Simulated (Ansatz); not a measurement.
# TlAgF5: the cost of one run

Method: DFT PBE, scalar-relativistic, plane waves, PAW, in Ansatz 0.2.0.

**1. Starting point**

The structure is tetragonal, space group P4/mmm (No. 123). The conventional cell has a = 3.921 Å, b = 3.921 Å, c = 6.922 Å, α = 90.00°, β = 90.00°, γ = 90.00°. Tl (site symmetry 4/mmm) has 8 F at 2.40 Å as nearest neighbours. Ag (site symmetry 4/mmm) has 12 F at 2.77 to 2.86 Å as nearest neighbours. F (site symmetry 4/mmm) is surrounded by 4 Ag at 2.77 Å. F (site symmetry 2mm) is surrounded by 2 Tl at 2.40 Å and 2 Ag at 2.86 Å.

Structure file:

```
Tl Ag F
1.0
     3.92139    0.00000    0.00000
     0.00000    3.92139    0.00000
     0.00000    0.00000    6.92159
Tl Ag F
1 1 5
Direct
  0.00000 0.00000 0.50000
  0.50000 0.50000 0.00000
  0.00000 0.00000 0.00000
  0.50000 0.00000 0.69953
  0.00000 0.50000 0.69953
  0.50000 0.00000 0.30047
  0.00000 0.50000 0.30047
```

Recipe of the guess: species swapped into a database cell of AgPPd5 (P4/mmm, No. 123), with Tl on the P sites and F on the Pd sites. Its size is a rough estimate.

**2. Probe: one point on a coarse mesh**

Contents of input.yaml:

```yaml
crystal:
  lattice:
    - [3.92139059, 0.0, 0.0]
    - [0.0, 3.92139059, 0.0]
    - [0.0, 0.0, 6.92158762]
  atoms:
    - { symbol: Tl, position: [0.0, 0.0, 0.5] }
    - { symbol: Ag, position: [0.5, 0.5, 0.0] }
    - { symbol: F, position: [0.0, 0.0, 0.0] }
    - { symbol: F, position: [0.5, 0.0, 0.69953001] }
    - { symbol: F, position: [0.0, 0.5, 0.69953001] }
    - { symbol: F, position: [0.5, 0.0, 0.30046999] }
    - { symbol: F, position: [0.0, 0.5, 0.30046999] }
basis:
  ecutwfc: 420
kpoints:
  mp_grid: { grid: [4, 4, 4] }
hamiltonian:
  xc: pbe
scf:
  occupations: { method: gaussian, width: 0.1 }
  lower_state_search: "off"
output:
  forces: true
  stress: true
  eigenvalues: true
```

Run with:

```console
> ansatz run input.yaml --threads 1 --pin off --max-ram 2560MiB --backend cpu --events-out ev --progress --plain --runs-dir out
```

Q: Estimate wall time and peak memory on 1 thread of Arm Neoverse N1, shared host.

About 9.3 s, with a peak of 0.39 GiB.
